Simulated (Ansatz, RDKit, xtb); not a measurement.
# CH6GeOSSi: ranking a sample of isomers

Which of a sample of isomers of CH6GeOSSi is the most stable in the gas at 298.15 K, and what are its properties? The sample is small against all isomers, and the most stable one of this formula need not be in it.

Plan: many cheap relaxations first (GFN2-xTB), then density-functional screening, relaxation at B3LYP/def2-SVP, vibrations (at GFN2-xTB) and a final energy. The numbers are computed, not measured.

## Step 1: Candidates

Isomers were taken from a list of plausible structures; this is a sample, not all of them. That gives 4 candidates.

| label | SMILES | spin |
| --- | --- | --- |
| c149 | O=C[Si@@H](S)[GeH3] | singlet |
| c244 | O=[CH][GeH2][SiH2]S | singlet |
| c515 | O=[CH][Ge@@H]([SiH3])[SH] | singlet |
| c536 | O=C[SiH2][GeH2][SH] | singlet |

Candidates are built by distance geometry, with a force field where one applies, in up to four conformers (letters a to d).

## Step 2: Cheap relaxation of all starts

All 14 starts are relaxed the same way. One of them, c515c (taken from a list of positional isomers, embedded by distance geometry and UFF), in full:

The input, start.xyz:

```xyz
11
c515c
C     -0.247977    -1.822131     1.551519
Ge    -1.204753    -0.261578     0.886836
O     -0.926911    -2.604450     2.226944
S     -0.999513    -0.306475    -1.314406
Si    -0.139198     1.674314     1.716178
H      0.748449    -1.933146     1.409703
H     -2.696755    -0.287873     1.294674
H     -0.858379     2.803893     1.167971
H     -0.338516     1.680192     3.179044
H      1.230135     1.659460     1.329002
H      0.437412    -0.217680    -1.311000
```

The run is started by

```console
$ xtb start.xyz --gfn 2 --opt
```

The program printed, cut to the lines that bear on the results:

```text
* xtb version 6.7.1
[...]
          :  # basis functions                  44          :
[...]
          :  # electrons                        30          :
[...]
          :  Hamiltonian                  GFN2-xTB          :
[...]
          :  net charge                          0          :
          :  unpaired electrons                  0          :
[...]
   *** convergence criteria satisfied after 14 iterations ***
[...]
   *** GEOMETRY OPTIMIZATION CONVERGED AFTER 80 ITERATIONS ***
[...]
   *** convergence criteria satisfied after 3 iterations ***
[...]
         ::                     SUMMARY                     ::
         :::::::::::::::::::::::::::::::::::::::::::::::::::::
         :: total energy             -16.160617422889 Eh    ::
         :: gradient norm              0.000627299041 Eh/a0 ::
         :: HOMO-LUMO gap              2.289275375066 eV    ::
         ::.................................................::
         :: SCC energy               -16.268656892499 Eh    ::
         :: -> isotropic ES            0.032957432414 Eh    ::
         :: -> anisotropic ES          0.001128835366 Eh    ::
         :: -> anisotropic XC          0.005147695536 Eh    ::
         :: -> dispersion             -0.008259679820 Eh    ::
         :: repulsion energy           0.108039469610 Eh    ::
         :: add. restraining           0.000000000000 Eh    ::
         :: total charge               0.000000000000 e     ::
         :::::::::::::::::::::::::::::::::::::::::::::::::::::
[...]
        15        2.0000           -0.3735425             -10.1646 (HOMO)
        16                         -0.2894132              -7.8753 (LUMO)
[...]
     #   Z          covCN         q      C6AA      α(0)
     1   6 C        2.652     0.141    24.909     8.165
     2  32 Ge       3.614     0.118   169.963    23.432
     3   8 O        0.859    -0.308    19.924     5.985
     4  16 S        1.809    -0.334   155.604    20.996
     5  14 Si       3.678     0.443    98.719    19.037
     6   1 H        0.922     0.035     2.512     2.479
     7   1 H        0.929    -0.048     4.038     3.142
     8   1 H        0.918    -0.070     4.618     3.361
     9   1 H        0.919    -0.075     4.754     3.410
    10   1 H        0.919    -0.064     4.464     3.304
    11   1 H        0.923     0.161     1.317     1.795
[...]
     #   Z sym  total        # sym  WBO       # sym  WBO       # sym  WBO
 ---------------------------------------------------------------------------
     1   6 C    3.833 --     3 O    1.968     6 H    0.923     2 Ge   0.782
     2  32 Ge   3.592 --     4 S    1.006     7 H    0.841     1 C    0.782
                             5 Si   0.682
     3   8 O    2.149 --     1 C    1.968
     4  16 S    2.119 --     2 Ge   1.006    11 H    0.934
     5  14 Si   3.551 --     9 H    0.886     8 H    0.881    10 H    0.880
                             2 Ge   0.682
     6   1 H    0.998 --     1 C    0.923
     7   1 H    0.998 --     2 Ge   0.841
     8   1 H    0.994 --     5 Si   0.881
     9   1 H    0.994 --     5 Si   0.886
    10   1 H    0.996 --     5 Si   0.880
    11   1 H    0.974 --     4 S    0.934
[...]
molecular dipole:
                 x           y           z       tot (Debye)
 q only:       -0.007       1.222       0.445
   full:       -0.048       0.795       0.601       2.537
molecular quadrupole (traceless):
[...]
          | TOTAL ENERGY              -16.160617422889 Eh   |
          | GRADIENT NORM               0.000627299041 Eh/α |
          | HOMO-LUMO GAP               2.289275375066 eV   |
           -------------------------------------------------
[...]
```

Wall time 0.48 s (2 threads of Intel Xeon 6975P-C (Granite Rapids), shared host).

## Step 3: The minima found

14 of the 14 relaxations converged; 1 ended on a minimum already found. 13 distinct structures remain:

| label | start | SMILES after | spin | energy (kcal/mol) |
| --- | --- | --- | --- | --- |
| c515c | drawn | O=[CH][Ge@@H]([SiH3])[SH] | singlet | 0.0 |
| c515b | drawn | O=[CH][Ge@@H]([SiH3])[SH] | singlet | 0.7 |
| c536a | drawn | O=C[SiH2][GeH2][SH] | singlet | 2.8 |
| c536c | drawn | O=C[SiH2][GeH2][SH] | singlet | 3.7 |
| c244a | drawn | O=[CH][GeH2][SiH2]S | singlet | 5.4 |
| c244d | drawn | O=[CH][GeH2][SiH2]S | singlet | 5.8 |
| c536b | drawn | O=C[SiH2][GeH2][SH] | singlet | 5.9 |
| c244c | drawn | O=[CH][GeH2][SiH2]S | singlet | 6.0 |
| c536d | drawn | O=C[SiH2][GeH2][SH] | singlet | 6.4 |
| c244b | drawn | O=[CH][GeH2][SiH2]S | singlet | 7.1 |
| c149a | drawn | O=C[Si@@H](S)[GeH3] | singlet | 9.6 |
| c149b | drawn | O=C[Si@@H](S)[GeH3] | singlet | 10.0 |
| c149c | drawn | O=C[Si@@H](S)[GeH3] | singlet | 13.3 |

## Step 4: Screening with a density functional

A choice of the minima (the low ones first, few conformers of a pattern, up to a cap) and the lowest that fell apart get a single point at r2SCAN-D4/def2-SVP on the tight-binding geometry, and one at HF/STO-3G for comparison. The lowest singlets are also tried as triplets at the same geometry (label ending in t). Within 40 kcal/mol but not screened, among others: c536b, c244c, c536d, c244b, c149c. The first, c515c:

The input, input.yaml:

```yaml
crystal:
  periodic: [false, false, false]
  atoms:
    - {symbol: C, position_ang: [-0.384925, -1.922038, 1.610639]}
    - {symbol: Ge, position_ang: [-1.106001, -0.191324, 0.845739]}
    - {symbol: O, position_ang: [0.556373, -1.956712, 2.355632]}
    - {symbol: S, position_ang: [-0.730494, -0.393031, -1.353348]}
    - {symbol: Si, position_ang: [-0.236915, 1.810943, 1.806979]}
    - {symbol: H, position_ang: [-0.870391, -2.864266, 1.280605]}
    - {symbol: H, position_ang: [-2.626364, -0.395122, 0.850662]}
    - {symbol: H, position_ang: [-0.660699, 2.960324, 1.007337]}
    - {symbol: H, position_ang: [-0.748644, 1.925441, 3.169135]}
    - {symbol: H, position_ang: [1.223098, 1.724823, 1.801765]}
    - {symbol: H, position_ang: [0.588958, -0.314511, -1.238680]}
basis:
  gaussian:
    orbitals: def2-SVP
magnetization:
  spin_polarized: false
hamiltonian:
  xc: {name: r2SCAN}
  dispersion: d4
scf:
  lower_state_search: off
output: {orbitals: {seedname: orbitals}}
```

The run is started by

```console
$ ansatz run input.yaml --threads 2 --pin off --max-ram 5220MiB --events-out events.jsonl --progress --plain --runs-dir runs
```

The program printed, cut to the lines that bear on the results:

```text
Warning: RAYON_NUM_THREADS=2 ignored (pool sized by the plan → 2); use --threads N
Functional definition: r2SCAN
  name "r2SCAN"
[...]
1401 factors; their error is unknown
[...]
mean field -78394.29869442 eV, -2880.9373394559 hartree, gradient 3.1e-6 eV, S^2 0.000000; 0 other end points of the search recorded, 0 dependent functions left out
reference -78394.29870509 eV, -2880.9373398481 hartree; 41, 41 occupied and 85, 85 virtual orbitals, 1401 factors
Total energy: -78394.37103377 eV, -2880.9399978780 hartree
Checks for a lower state left out: stability, starts, cluster_reference, orbital_swaps, neighbouring_geometries, increment
```

Wall time 2 s (2 threads of Intel Xeon 6975P-C (Granite Rapids), shared host).

Relative energies in kcal/mol, each column from its lowest structure that stays in one piece:

| label | SMILES | spin | GFN2-xTB | HF/STO-3G | r2SCAN-D4/def2-SVP |
| --- | --- | --- | --- | --- | --- |
| c244a | O=[CH][GeH2][SiH2]S | singlet | 5.4 | 1.6 | 0.0 |
| c515c | O=[CH][Ge@@H]([SiH3])[SH] | singlet | 0.0 | 2.5 | 1.9 |
| c149a | O=C[Si@@H](S)[GeH3] | singlet | 9.6 | 0.1 | 2.9 |
| c244d | O=[CH][GeH2][SiH2]S | singlet | 5.8 | 1.8 | 3.0 |
| c149b | O=C[Si@@H](S)[GeH3] | singlet | 10.0 | 0.0 | 3.0 |
| c536a | O=C[SiH2][GeH2][SH] | singlet | 2.8 | 1.1 | 3.2 |
| c515b | O=[CH][Ge@@H]([SiH3])[SH] | singlet | 0.7 | 3.0 | 3.4 |
| c536c | O=C[SiH2][GeH2][SH] | singlet | 3.7 | 1.4 | 4.3 |
| c515ct | O=[CH][Ge@@H]([SiH3])[SH] | triplet | – | – | 57.6 |
| c149at | O=C[Si@@H](S)[GeH3] | triplet | – | – | 58.3 |
| c244at | O=[CH][GeH2][SiH2]S | triplet | – | – | 60.3 |

## Step 5: Refinement at B3LYP/def2-SVP

4 candidates are relaxed at B3LYP/def2-SVP (chosen among the lowest in one piece, one conformer a pattern). The first, c244a:

The input, input.yaml:

```yaml
crystal:
  periodic: [false, false, false]
  atoms:
    - {symbol: C, position_ang: [1.604263, 2.224508, 1.292816]}
    - {symbol: Ge, position_ang: [1.500564, 0.229442, 1.196120]}
    - {symbol: O, position_ang: [0.628621, 2.930003, 1.255415]}
    - {symbol: S, position_ang: [-2.048422, 0.794122, 1.829029]}
    - {symbol: Si, position_ang: [-0.702065, -0.496251, 0.780823]}
    - {symbol: H, position_ang: [2.606830, 2.689793, 1.383606]}
    - {symbol: H, position_ang: [2.536769, -0.145869, 0.162555]}
    - {symbol: H, position_ang: [2.176308, -0.222326, 2.468652]}
    - {symbol: H, position_ang: [-0.974794, -1.825437, 1.309875]}
    - {symbol: H, position_ang: [-0.981025, -0.436297, -0.654742]}
    - {symbol: H, position_ang: [-1.348640, 1.907475, 1.655856]}
basis:
  gaussian: {orbitals: def2-SVP}
hamiltonian: {xc: {name: B3LYP}}
scf: {lower_state_search: "off"}
relax: {f_tol: 0.006}
```

The run is started by

```console
$ ansatz run input.yaml --threads 2 --pin off --max-ram 5220MiB --events-out events.jsonl --progress --plain --runs-dir runs
```

The program printed, cut to the lines that bear on the results:

```text
Warning: RAYON_NUM_THREADS=2 ignored (pool sized by the plan → 2); use --threads N
[...]
Functional definition: B3LYP
  name "B3LYP"
[...]
1315 factors; integrals over basis functions are off by at most 4.0e-4 eV
[...]
mean field -78399.82981579 eV, -2881.1406044169 hartree, gradient 5.7e-6 eV, S^2 0.000000; 0 other end points of the search recorded, 0 dependent functions left out
[...]
reference -78399.83008696 eV, -2881.1406143824 hartree; 41, 41 occupied and 85, 85 virtual orbitals, 1315 factors
relax step   1: F+E_penalty+E_count = -78399.82981579 eV  Δ(F+E_penalty+E_count) = +0.000e0 eV  max|allowed force component| = 7.469e-1 eV/Å  Δτ_max = 0.0000 Å  (15 SCF iters, accepted)
[...]
relax step   6: F+E_penalty+E_count = -78399.97298942 eV  Δ(F+E_penalty+E_count) = -5.533e-3 eV  max|allowed force component| = 2.078e-1 eV/Å  Δτ_max = 0.0445 Å  (20 SCF iters, accepted)
[...]
Atom 2 at     0.607655     2.919074     1.220596 Å, force    -0.002466    -0.000011     0.000499 eV/Å
Atom 3 at    -2.026623     0.688094     2.042197 Å, force    -0.000188     0.000445     0.000133 eV/Å
Atom 4 at    -0.698977    -0.436352     0.760579 Å, force    -0.000368    -0.000320     0.000123 eV/Å
Atom 5 at     2.613354     2.736167     1.099049 Å, force    -0.000005    -0.000944     0.000099 eV/Å
Atom 6 at     2.636372    -0.313302     0.280460 Å, force     0.000011     0.000183     0.000339 eV/Å
Atom 7 at     1.989266    -0.178751     2.691539 Å, force    -0.000125     0.000013    -0.000194 eV/Å
Atom 8 at    -0.936045    -1.876407     1.058920 Å, force     0.000190    -0.000015    -0.000000 eV/Å
Atom 9 at    -0.951376    -0.205405    -0.692975 Å, force     0.000057    -0.000200    -0.000177 eV/Å
Atom 10 at    -1.399194     1.862879     1.780049 Å, force     0.000130    -0.000411    -0.000004 eV/Å
Dipole moment:     0.468189    -0.153168    -0.134020 e Å
Checks for a lower state left out: stability, starts, cluster_reference, orbital_swaps, neighbouring_geometries, increment
```

It took 60 s on 2 threads of Intel Xeon 6975P-C (Granite Rapids), shared host.

Energy change by step (eV): 0.0000, -0.0745, 0.0266, -0.1207, -0.1376, -0.1432, -0.1445, -0.0752, -0.1491, -0.1505, -0.1499, -0.1513, -0.1517, -0.1520, -0.1523, -0.1524, -0.1523, -0.1524, -0.1524, -0.1524, -0.1524, -0.1524.

After the run. Bond lengths: C1–Ge2 2.029 Å, C1–O3 1.208 Å, Ge2–Si5 2.401 Å, S4–Si5 2.161 Å, C1–H6 1.126 Å, Ge2–H7 1.548 Å, Ge2–H8 1.546 Å, Si5–H9 1.490 Å, Si5–H10 1.493 Å, S4–H11 1.357 Å. Some angles: C1–Ge2–Si5 106.5°, Ge2–C1–O3 122.7°, Ge2–Si5–S4 108.3°, C1–Ge2–H7 107.4°, C1–Ge2–H8 106.4°, Si5–Ge2–H7 115.6°, Si5–Ge2–H8 112.7°, Ge2–C1–H6 117.6°, O3–C1–H6 119.6°, Ge2–Si5–H9 111.7°.

## Step 6: The relaxed candidates

| label | spin | r2SCAN-D4/def2-SVP (kcal/mol) | B3LYP/def2-SVP, relaxed (kcal/mol) | time |
| --- | --- | --- | --- | --- |
| c244a | singlet | 0.0 | 0.0 | 60 s |
| c149a | singlet | 2.9 | 0.8 | 2.5 min |
| c536a | singlet | 3.2 | 1.5 | 43 s |
| c515c | singlet | 1.9 | 1.5 | 51 s |

c244a: Bond lengths: C1–Ge2 2.029 Å, C1–O3 1.208 Å, Ge2–Si5 2.401 Å, S4–Si5 2.161 Å, C1–H6 1.126 Å, Ge2–H7 1.548 Å, Ge2–H8 1.546 Å, Si5–H9 1.490 Å, Si5–H10 1.493 Å, S4–H11 1.357 Å. Some angles: C1–Ge2–Si5 106.5°, Ge2–C1–O3 122.7°, Ge2–Si5–S4 108.3°, C1–Ge2–H7 107.4°, C1–Ge2–H8 106.4°, Si5–Ge2–H7 115.6°, Si5–Ge2–H8 112.7°, Ge2–C1–H6 117.6°, O3–C1–H6 119.6°, Ge2–Si5–H9 111.7°.

c149a: Bond lengths: C1–O3 1.210 Å, C1–Si5 1.946 Å, Ge2–Si5 2.398 Å, S4–Si5 2.173 Å, C1–H6 1.129 Å, Si5–H7 1.496 Å, S4–H8 1.354 Å, Ge2–H9 1.540 Å, Ge2–H10 1.543 Å, Ge2–H11 1.540 Å. Some angles: O3–C1–Si5 121.1°, C1–Si5–Ge2 106.1°, C1–Si5–S4 110.7°, Ge2–Si5–S4 110.9°, O3–C1–H6 120.0°, Si5–C1–H6 118.9°, C1–Si5–H7 107.3°, Ge2–Si5–H7 112.9°, S4–Si5–H7 108.9°, Si5–Ge2–H9 109.9°.

c536a: Bond lengths: C1–O3 1.211 Å, Ge2–S4 2.253 Å, C1–Si5 1.949 Å, Ge2–Si5 2.401 Å, C1–H6 1.127 Å, Si5–H7 1.494 Å, Si5–H8 1.496 Å, Ge2–H9 1.547 Å, Ge2–H10 1.542 Å, S4–H11 1.356 Å. Some angles: O3–C1–Si5 123.0°, S4–Ge2–Si5 107.6°, C1–Si5–Ge2 107.1°, O3–C1–H6 119.2°, Si5–C1–H6 117.8°, Ge2–S4–H11 92.6°, S4–Ge2–H9 111.4°, S4–Ge2–H10 105.8°, Si5–Ge2–H9 110.7°, Si5–Ge2–H10 112.4°.

c515c: Bond lengths: C1–Ge2 2.028 Å, C1–O3 1.205 Å, Ge2–S4 2.263 Å, Ge2–Si5 2.405 Å, C1–H6 1.126 Å, Ge2–H7 1.548 Å, Si5–H8 1.491 Å, Si5–H9 1.490 Å, Si5–H10 1.490 Å, S4–H11 1.354 Å. Some angles: C1–Ge2–S4 109.4°, C1–Ge2–Si5 107.3°, S4–Ge2–Si5 113.9°, Ge2–C1–O3 120.8°, C1–Ge2–H7 108.7°, S4–Ge2–H7 102.7°, Si5–Ge2–H7 114.6°, Ge2–C1–H6 118.1°, O3–C1–H6 121.1°, Ge2–S4–H11 95.0°.

## Step 7: Harmonic analysis of the finalists

The lowest few in one piece go on as finalists. In this search the thermal terms come from GFN2-xTB at its own nearest minimum. The first, c244a:

The input, start.xyz:

```xyz
11
c244a
C      1.605654     2.240202     1.180252
Ge     1.558324     0.212966     1.259340
O      0.607655     2.919074     1.220596
S     -2.026623     0.688094     2.042197
Si    -0.698977    -0.436352     0.760579
H      2.613354     2.736167     1.099049
H      2.636372    -0.313302     0.280460
H      1.989266    -0.178751     2.691539
H     -0.936045    -1.876407     1.058920
H     -0.951376    -0.205405    -0.692975
H     -1.399194     1.862879     1.780049
```

The run is started by

```console
$ xtb start.xyz --gfn 2 --ohess tight
```

The program printed, cut to the lines that bear on the results:

```text
* xtb version 6.7.1
[...]
          :  # basis functions                  44          :
[...]
          :  # electrons                        30          :
[...]
          :  Hamiltonian                  GFN2-xTB          :
[...]
          :  net charge                          0          :
          :  unpaired electrons                  0          :
[...]
   *** convergence criteria satisfied after 14 iterations ***
[...]
   *** GEOMETRY OPTIMIZATION CONVERGED AFTER 62 ITERATIONS ***
[...]
   *** convergence criteria satisfied after 3 iterations ***
[...]
         ::                     SUMMARY                     ::
         :::::::::::::::::::::::::::::::::::::::::::::::::::::
         :: total energy             -16.152075344243 Eh    ::
         :: gradient norm              0.000186032283 Eh/a0 ::
         :: HOMO-LUMO gap              2.441374932061 eV    ::
         ::.................................................::
         :: SCC energy               -16.263576081641 Eh    ::
         :: -> isotropic ES            0.036693036601 Eh    ::
         :: -> anisotropic ES         -0.000433688352 Eh    ::
         :: -> anisotropic XC          0.003319204496 Eh    ::
         :: -> dispersion             -0.008390138626 Eh    ::
         :: repulsion energy           0.111500737398 Eh    ::
         :: add. restraining           0.000000000000 Eh    ::
         :: total charge              -0.000000000000 e     ::
         :::::::::::::::::::::::::::::::::::::::::::::::::::::
[...]
        15        2.0000           -0.3851376             -10.4801 (HOMO)
        16                         -0.2954188              -8.0388 (LUMO)
[...]
molecular dipole:
                 x           y           z       tot (Debye)
 q only:        0.713      -1.045      -0.147
   full:        1.098      -0.815      -0.148       3.496
molecular quadrupole (traceless):
[...]
          | TOTAL ENERGY              -16.152075344244 Eh   |
          | TOTAL ENTHALPY            -16.084622071287 Eh   |
          | TOTAL FREE ENERGY         -16.130149097606 Eh   |
          | GRADIENT NORM               0.000186083659 Eh/α |
[...]
```

Wall time 0.51 s (2 threads of Intel Xeon 6975P-C (Granite Rapids), shared host).

## Step 8: Zero-point energy and free-energy terms

As xtb prints them, at 298.15 K, with its own treatment of low modes:

| label | SMILES | spin | lowest mode (cm⁻¹) | zero-point (kcal/mol) | G − E (kcal/mol) |
| --- | --- | --- | --- | --- | --- |
| c244a | O=[CH][GeH2][SiH2]S | singlet | 33 | 35.9 | 13.8 |
| c149a | O=C[Si@@H](S)[GeH3] | singlet | 61 | 36.0 | 13.4 |
| c536a | O=C[SiH2][GeH2][SH] | singlet | 50 | 35.8 | 13.9 |
| c515c | O=[CH][Ge@@H]([SiH3])[SH] | singlet | 5i | 35.1 | 11.8 |

c515c keeps an imaginary mode, a small one that points to a nearly free motion; the harmonic terms are rough for it.

## Step 9: The final energy

Each finalist gets a single point at CCSD(T)/def2-SVP + MP2/def2-TZVPP - MP2/def2-SVP.

c244a, CCSD(T)/def2-SVP:

The input, input.yaml:

```yaml
crystal:
  periodic: [false, false, false]
  atoms:
    - {symbol: C, position_ang: [1.605654, 2.240202, 1.180252]}
    - {symbol: Ge, position_ang: [1.558324, 0.212966, 1.259340]}
    - {symbol: O, position_ang: [0.607655, 2.919074, 1.220596]}
    - {symbol: S, position_ang: [-2.026623, 0.688094, 2.042197]}
    - {symbol: Si, position_ang: [-0.698977, -0.436352, 0.760579]}
    - {symbol: H, position_ang: [2.613354, 2.736167, 1.099049]}
    - {symbol: H, position_ang: [2.636372, -0.313302, 0.280460]}
    - {symbol: H, position_ang: [1.989266, -0.178751, 2.691539]}
    - {symbol: H, position_ang: [-0.936045, -1.876407, 1.058920]}
    - {symbol: H, position_ang: [-0.951376, -0.205405, -0.692975]}
    - {symbol: H, position_ang: [-1.399194, 1.862879, 1.780049]}
basis:
  gaussian: {orbitals: def2-SVP}
correlation: {method: ccsd_t, frozen_orbitals: {Ge: 9, Si: 5, C: 1, S: 5, H: 0, O: 1}}
magnetization: {spin_polarized: false}
```

The run is started by

```console
$ ansatz run input.yaml --threads 2 --pin off --max-ram 5220MiB --events-out events.jsonl --progress --plain --runs-dir runs
```

The program printed, cut to the lines that bear on the results:

```text
Warning: RAYON_NUM_THREADS=2 ignored (pool sized by the plan → 2); use --threads N
Functional definition: HF
  name "HF"
[...]
1227 factors; integrals over basis functions are off by at most 1.3e-3 eV
[...]
mean field -78300.38677494 eV, -2877.4861400706 hartree, gradient 1.1e-6 eV, S^2 0.000000; 0 other end points of the search recorded, 0 dependent functions left out
21 core orbitals not correlated: weight in the atoms' cores, before any rotation towards them, 1.000 or more for the frozen orbitals, at most 0.000 for the correlated occupied ones
reference -78300.38677494 eV, -2877.4861400706 hartree; 20, 20 occupied and 85, 85 virtual orbitals, 1227 factors
second order -20.99428071 eV of doubles, -0.00000000 eV of singles
cycle   1  -21.48410702 eV  change   -4.9e-1 eV  update   1.3e-1
[...]
cycle  10  -22.36540188 eV  change    1.7e-5 eV  update   1.7e-5
perturbative correction -0.72027706 eV, -0.0264696938 hartree
Total energy: -78323.47245388 eV, -2878.3345231237 hartree
```

Wall time 14 s (2 threads of Intel Xeon 6975P-C (Granite Rapids), shared host); peak memory 0.71 GiB.

(Part 1 of 2 ends here.)
